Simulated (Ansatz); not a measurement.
# SnH4 (SMILES [SnH4]): single points off equilibrium

The task here is to estimate one member of a computed series from the others.

Method: single points in def2-TZVPP; program: Ansatz 0.2.0, Gaussian basis.

Correlated methods freeze the cores. Filled d shells of the heavier atoms are correlated. Core potentials replace the inner electrons past krypton, and spin-orbit coupling is left out.

### The starting structure

SMILES `[SnH4]`, 5 atoms, charge 0, spin multiplicity 1.

Atoms are counted from 1 here; the program's logs count them from 0.

Bond lengths: Sn1–H2 1.649 Å, Sn1–H3 1.640 Å, Sn1–H4 1.625 Å, Sn1–H5 1.633 Å. Angles: H2–Sn1–H3 109.4°, H2–Sn1–H4 109.8°, H2–Sn1–H5 108.4°, H3–Sn1–H4 109.5°, H3–Sn1–H5 110.3°, H4–Sn1–H5 109.4°.

Coordinates:

```mol
H4Sn
  3D, bonds by distance, orders not assigned

  5  4  0  0  0  0  0  0  0  0999 V2000
    0.0038   -0.0132   -0.0065 Sn  0  0
    0.8017   -0.8293    1.1841 H   0  0
   -1.5049    0.3688    0.5117 H   0  0
   -0.0991   -0.9406   -1.3366 H   0  0
    0.8448    1.3423   -0.3538 H   0  0
  1  2  8  0
  1  3  8  0
  1  4  8  0
  1  5  8  0
M  END
```

The first run:

run/in.yaml reads:

```yaml
crystal:
  periodic: [false, false, false]
  atoms:
    - {symbol: Sn, position_ang: [0.003800, -0.013200, -0.006500]}
    - {symbol: H, position_ang: [0.801700, -0.829300, 1.184100]}
    - {symbol: H, position_ang: [-1.504900, 0.368800, 0.511700]}
    - {symbol: H, position_ang: [-0.099100, -0.940600, -1.336600]}
    - {symbol: H, position_ang: [0.844800, 1.342300, -0.353800]}
basis:
  gaussian: {orbitals: def2-TZVPP}
correlation: {method: ccsd_t}
output: {forces: true}
```

The command line of these runs was not kept.

Steps of the session up to this table: CCSD(T)/def2-TZVPP; PBE0-D4/def2-TZVPP; wB97M-V/def2-TZVPP; r2SCAN-D4/def2-TZVPP; PBE-D4/def2-TZVPP; wB97X-V/def2-TZVPP; SPW92/def2-TZVPP.

One table of the session follows, with a row left open; its other results are not shown here.

| method | RMS force component (eV/Å) | angle to CCSD(T) forces (°) |
| --- | --- | --- |
| CCSD(T) | 0.501 | reference |
| PBE0-D4 | 0.580 | 2.1 |
| wB97M-V | 0.529 | 0.7 |
| r2SCAN-D4 | 0.555 | 1.7 |
| PBE-D4 | 0.646 | 3.7 |
| wB97X-V | 0.557 | 1.3 |
| SPW92 | ? | ? |

Estimate the missing values for SPW92.

The run gave: RMS force component (eV/Å): 0.549; angle to CCSD(T) forces (°): 1.9. In the column «RMS force component (eV/Å)» it lies between wB97M-V (0.529) and r2SCAN-D4 (0.555).
